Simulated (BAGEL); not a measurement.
# SiH2SeF (SMILES F[SiH][SeH]) at UHF/6-31G(d) (density fitting with qzvpp-jkfit, spherical functions)

What is the vertical ionisation energy of SiH2SeF at UHF/6-31G* (density fitting with qzvpp-jkfit, spherical functions)? 

The results are computed with BAGEL 1.2.2.

## 1. The molecule

SiH2SeF: 5 atoms, total charge 0, spin state doublet. SMILES: `F[SiH][SeH]`. The shape is that of a PBE0-D4/def2-TZVP optimisation. This is one conformer, not always the lowest.

Bond lengths: F1–Si2 1.603 Å, Si2–Se3 2.278 Å, Si2–H4 1.497 Å, Se3–H5 1.470 Å. Angles: F1–Si2–Se3 105.1°, F1–Si2–H4 106.6°, Se3–Si2–H4 111.9°, Si2–Se3–H5 90.4°.

## 2. The energy at UHF/6-31G(d) (density fitting with qzvpp-jkfit, spherical functions)

input.json

```json
{ "bagel" : [

{
  "title" : "molecule",
  "basis" : "6-31gs.json",
  "df_basis" : "qzvpp-jkfit",
  "angstrom" : "true",
  "geometry" : [
    { "atom" : "F", "xyz" : [      -0.580700,      -1.422800,       1.312100 ] },
    { "atom" : "Si", "xyz" : [      -0.677900,      -0.218300,       0.258300 ] },
    { "atom" : "Se", "xyz" : [       1.408800,       0.693300,       0.205500 ] },
    { "atom" : "H", "xyz" : [      -1.053400,      -0.829000,      -1.056400 ] },
    { "atom" : "H", "xyz" : [       0.953100,       1.703200,      -0.760900 ] }
  ]
},

{
  "title" : "uhf",
  "nopen" : 1
},

{
  "title" : "print",
  "file" : "orbitals.molden",
  "orbitals" : "true"
}

]}
```

The basis set 6-31G* is read from a file made from the Basis Set Exchange's data (not shown).

Run with:

```
$ BAGEL_NUM_THREADS=1 BAGEL input.json > input.out
```

The log of the run:

```text
* using 1 threads per process

  ===============================================================
  ===============================================================

  *** Geometry ***

  { "atom" : "F", "xyz" : [     -1.097364,     -2.688702,      2.479510 ] },
  { "atom" : "Si", "xyz" : [     -1.281045,     -0.412527,      0.488116 ] },
  { "atom" : "Se", "xyz" : [      2.662246,      1.310147,      0.388339 ] },
  { "atom" : "H", "xyz" : [     -1.990638,     -1.566583,     -1.996307 ] },
  { "atom" : "H", "xyz" : [      1.801098,      3.218582,     -1.437893 ] },

  Number of auxiliary basis functions:      507

  Since a DF basis is specified, we compute 2- and 3-index integrals:
    o Being stored without compression. Storage requirement is 0.019 GB

  Number of basis functions:       68
  Number of electrons      :       59

    * METHOD: MOLECULE                             0.27

  *** Open-shell HF ***

  === Nuclear Repulsion ===
   233.1311747803

      * DIIS with orbital gradients will be used.

  === UHF iteration (6-31gs.json) ===
      0      -2788.92461470          0.03790619           0.13
      1      -2789.03689095          0.02466986           0.13
      2      -2789.07309909          0.01512247           0.13
      3      -2789.09294587          0.00108124           0.13
      4      -2789.09360769          0.00046424           0.13
      5      -2789.09371368          0.00018437           0.13
      6      -2789.09374593          0.00007698           0.13
      7      -2789.09375557          0.00003040           0.13
      8      -2789.09375838          0.00000905           0.13
      9      -2789.09375885          0.00000431           0.13
     10      -2789.09375899          0.00000223           0.13
     11      -2789.09375901          0.00000117           0.13
     12      -2789.09375902          0.00000041           0.13
     13      -2789.09375902          0.00000017           0.13
     14      -2789.09375902          0.00000009           0.13
     15      -2789.09375902          0.00000004           0.13
     16      -2789.09375902          0.00000002           0.13
     17      -2789.09375902          0.00000001           0.13
     18      -2789.09375902          0.00000001           0.13
    * SCF iteration converged.

    * S^2 (UHF) is 0.7563

    * Permanent dipole moment:
           (    0.512920,    -0.511594,     0.511892) a.u.

    * METHOD: UHF                                  2.66

    * METHOD: PRINT                                0.01

  ===============================================================
```

Wall time 3.3 s (1 thread of Arm Neoverse V1, shared host); peak memory 0.11 GiB.

## 3. The singlet cation at the same level

input.json

```json
{ "bagel": [

{
  "title": "molecule",
  "basis": "6-31gs.json",
  "df_basis": "qzvpp-jkfit",
  "angstrom": true,
  "geometry": [
    { "atom": "F", "xyz": [   -0.580700,   -1.422800,    1.312100 ] },
    { "atom": "Si", "xyz": [   -0.677900,   -0.218300,    0.258300 ] },
    { "atom": "Se", "xyz": [    1.408800,    0.693300,    0.205500 ] },
    { "atom": "H", "xyz": [   -1.053400,   -0.829000,   -1.056400 ] },
    { "atom": "H", "xyz": [    0.953100,    1.703200,   -0.760900 ] }
  ]
},
{ "title": "hf", "charge": 1 },
{ "title": "print", "file": "orbitals.molden", "orbitals": true }

]}
```

The basis set 6-31G* is read from a file made from the Basis Set Exchange's data (not shown).

Run with:

```
$ BAGEL_NUM_THREADS=1 BAGEL input.json > input.out
```

The log of the run:

```text
* using 1 threads per process

  ===============================================================
  ===============================================================

  *** Geometry ***

  { "atom" : "F", "xyz" : [     -1.097364,     -2.688702,      2.479510 ] },
  { "atom" : "Si", "xyz" : [     -1.281045,     -0.412527,      0.488116 ] },
  { "atom" : "Se", "xyz" : [      2.662246,      1.310147,      0.388339 ] },
  { "atom" : "H", "xyz" : [     -1.990638,     -1.566583,     -1.996307 ] },
  { "atom" : "H", "xyz" : [      1.801098,      3.218582,     -1.437893 ] },

  Number of auxiliary basis functions:      507

  Since a DF basis is specified, we compute 2- and 3-index integrals:
    o Being stored without compression. Storage requirement is 0.019 GB

  Number of basis functions:       68
  Number of electrons      :       59

    * METHOD: MOLECULE                             0.27

  *** RHF ***

  === Nuclear Repulsion ===
   233.1311747803

      * DIIS with orbital gradients will be used.

  === RHF iteration (6-31gs.json) ===
      0      -2788.58049132          0.02154714           0.07
      1      -2788.70449834          0.01495453           0.06
      2      -2788.78294475          0.00141465           0.06
      3      -2788.78449749          0.00044298           0.06
      4      -2788.78468610          0.00017474           0.06
      5      -2788.78472296          0.00007741           0.06
      6      -2788.78473110          0.00003759           0.06
      7      -2788.78473405          0.00001196           0.06
      8      -2788.78473431          0.00000458           0.06
      9      -2788.78473432          0.00000227           0.06
     10      -2788.78473433          0.00000076           0.06
     11      -2788.78473433          0.00000033           0.06
     12      -2788.78473433          0.00000012           0.06
     13      -2788.78473433          0.00000006           0.06
     14      -2788.78473433          0.00000004           0.06
     15      -2788.78473433          0.00000002           0.06
     16      -2788.78473433          0.00000001           0.06
    * SCF iteration converged.

    * Permanent dipole moment:
           (    1.697170,    -0.646723,     0.898818) a.u.

    * METHOD: HF                                   1.28

    * METHOD: PRINT                                0.01

  ===============================================================
```

Run time: 1.7 s. Hardware: 1 thread of Arm Neoverse V1, shared host; peak memory 0.11 GiB.

## 4. Summary of results

Level: UHF/6-31G* (density fitting with qzvpp-jkfit, spherical functions).

| quantity | value |
| --- | --- |
| doublet SiH2SeF: total energy | -2789.09376 Eh |
| doublet SiH2SeF: dipole moment | 2.25 D |
| doublet SiH2SeF: ⟨S²⟩ | 0.756 |
| singlet cation: total energy | -2788.78473 Eh |
| singlet cation: HOMO energy | -16.14 eV |
| singlet cation: LUMO energy | -7.50 eV |
| singlet cation: HOMO–LUMO gap | 8.64 eV |
| vertical ionisation energy (to the singlet cation) | 8.409 eV |

In words: Removing an electron at fixed nuclei costs 8.41 eV (194 kcal/mol). Only the singlet of the ionised species was computed; a triplet could lie lower.
